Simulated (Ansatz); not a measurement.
# Zr3SnO8: the cost of one run

Program: Ansatz 0.2.0. PAW datasets, plane waves, zero pressure. Simulation only: spin-unpolarised, and no claim that this is the phase found in nature.

## Step 1: The structure to begin with

This is the cell as the run starts from it, not yet at rest; its lengths are not the crystal's.

The symmetry is Cmmm (No. 65, orthorhombic); conventional cell a = 7.235 Å, b = 7.235 Å, c = 6.887 Å, 15.02 Å³ an atom. Around Zr lie 6 O at 2.21–2.22 Å; around Sn lie 6 O at 2.21–2.22 Å; around O lie 2 Zr at 2.21–2.22 Å and 1 Sn at 2.22 Å; around O lie 1 Sn at 2.21 Å and 2 Zr at 2.22 Å.

The structure in full:

Space group Cmmm (No. 65). a = 7.235 Å, b = 7.235 Å, c = 6.887 Å, α = 90.00°, β = 90.00°, γ = 90.00°
| atom | site | symmetry | x | y | z |
| --- | --- | --- | --- | --- | --- |
| Zr | 4l | mm2 | 0.0000 | 0.5000 | 0.2500 |
| Sn | 2a | mmm | 0.0000 | 0.0000 | 0.0000 |
| O | 8n | m.. | 0.0000 | 0.1940 | 0.2500 |
| O | 4g | 2mm | 0.1940 | 0.5000 | 0.0000 |
| Zr | 2d | mmm | 0.0000 | 0.0000 | 0.5000 |
| O | 4h | 2mm | 0.1940 | 0.5000 | 0.5000 |

## Step 2: PBE: cell and atoms

input.yaml

```yaml
crystal:
  lattice:
    - [3.61733338, -3.61733338, 0.0]
    - [3.61733338, 3.61733338, 0.0]
    - [0.0, 0.0, 6.88737678]
  atoms:
    - { symbol: Zr, position: [0.5, 0.5, 0.25] }
    - { symbol: Sn, position: [0.0, 0.0, 0.0] }
    - { symbol: O, position: [0.1940277, 0.1940277, 0.25] }
    - { symbol: O, position: [0.8059723, 0.8059723, 0.25] }
    - { symbol: O, position: [0.6940277, 0.3059723, 0.0] }
    - { symbol: O, position: [0.3059723, 0.6940277, 0.0] }
    - { symbol: Zr, position: [0.5, 0.5, 0.75] }
    - { symbol: Zr, position: [0.0, 0.0, 0.5] }
    - { symbol: O, position: [0.1940277, 0.1940277, 0.75] }
    - { symbol: O, position: [0.8059723, 0.8059723, 0.75] }
    - { symbol: O, position: [0.6940277, 0.3059723, 0.5] }
    - { symbol: O, position: [0.3059723, 0.6940277, 0.5] }
kpoints:
  mp_grid: { grid: [4, 4, 4] }
hamiltonian:
  xc: pbe
scf:
  occupations: { method: fermi_dirac, width: 0.02 }
relax:
  f_tol: 0.005
  cell: {}
```

Q: Estimate wall time and peak memory on 1 × NVIDIA H100 80GB HBM3 with 2 threads of AMD EPYC 7R13 (Zen 3), shared host.

About 17 s, with a peak of 1.2 GiB on the host.
